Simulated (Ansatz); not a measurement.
# ZnPtC6N6: the cost of one run

Computed with Ansatz 0.2.0 (DFT PBE, scalar-relativistic, plane waves, PAW, unless a step's input says otherwise).

### Step 1. The starting structure

It takes space group Fm-3m (No. 225, cubic). Conventional cell: a = 10.189 Å, b = 10.189 Å, c = 10.189 Å, α = 90.00°, β = 90.00°, γ = 90.00°. Zn (site symmetry m-3m) is surrounded by 6 C at 1.92 Å. Around Pt (site symmetry m-3m) lie 6 N at 2.01 Å. C (site symmetry 4mm) has 1 N at 1.17 Å and 1 Zn at 1.92 Å in its first shell of neighbours. Around N (site symmetry 4mm) lie 1 C at 1.17 Å and 1 Pt at 2.01 Å.

Coordinates:

```
CELL_PARAMETERS angstrom
0.00000 5.09450 5.09450
5.09450 0.00000 5.09450
5.09450 5.09450 0.00000
ATOMIC_POSITIONS crystal
Zn 0.00000 0.00000 0.00000
Pt 0.50000 0.50000 0.50000
C 0.81186 0.18814 0.18814
C 0.18814 0.81186 0.18814
C 0.18814 0.18814 0.81186
C 0.18814 0.81186 0.81186
C 0.81186 0.18814 0.81186
C 0.81186 0.81186 0.18814
N 0.69703 0.30297 0.30297
N 0.30297 0.69703 0.30297
N 0.30297 0.30297 0.69703
N 0.30297 0.69703 0.69703
N 0.69703 0.30297 0.69703
N 0.69703 0.69703 0.30297
```

A structure generator made this guess: cyanide-bridged rock-salt net of two metals, 0 guest cations a cell (Fm-3m, No. 225). Its size is a rough estimate.

### Step 2. The guess as it stands, on a coarse mesh

input.yaml

```yaml
crystal:
  lattice:
    - [0.0, 5.0945, 5.0945]
    - [5.0945, 0.0, 5.0945]
    - [5.0945, 5.0945, 0.0]
  atoms:
    - { symbol: Zn, position: [0.0, 0.0, 0.0] }
    - { symbol: Pt, position: [0.5, 0.5, 0.5] }
    - { symbol: C, position: [0.81185592, 0.18814408, 0.18814408] }
    - { symbol: C, position: [0.18814408, 0.81185592, 0.18814408] }
    - { symbol: C, position: [0.18814408, 0.18814408, 0.81185592] }
    - { symbol: C, position: [0.18814408, 0.81185592, 0.81185592] }
    - { symbol: C, position: [0.81185592, 0.18814408, 0.81185592] }
    - { symbol: C, position: [0.81185592, 0.81185592, 0.18814408] }
    - { symbol: "N", position: [0.6970262, 0.3029738, 0.3029738] }
    - { symbol: "N", position: [0.3029738, 0.6970262, 0.3029738] }
    - { symbol: "N", position: [0.3029738, 0.3029738, 0.6970262] }
    - { symbol: "N", position: [0.3029738, 0.6970262, 0.6970262] }
    - { symbol: "N", position: [0.6970262, 0.3029738, 0.6970262] }
    - { symbol: "N", position: [0.6970262, 0.6970262, 0.3029738] }
basis:
  ecutwfc: 420
kpoints:
  mp_grid: { grid: [4, 4, 4] }
hamiltonian:
  xc: pbe
scf:
  occupations: { method: gaussian, width: 0.1 }
  lower_state_search: "off"
output:
  forces: true
  stress: true
  eigenvalues: true
```

Launch:

```bash
> ansatz run input.yaml --threads 1 --pin off --max-ram 2560MiB --backend cpu --events-out ev --progress --plain --runs-dir out
```

Q: Estimate wall time and peak memory on 1 thread of Intel Xeon Platinum 8488C (Sapphire Rapids), shared host.

About 5.5 s, with a peak of 0.68 GiB.
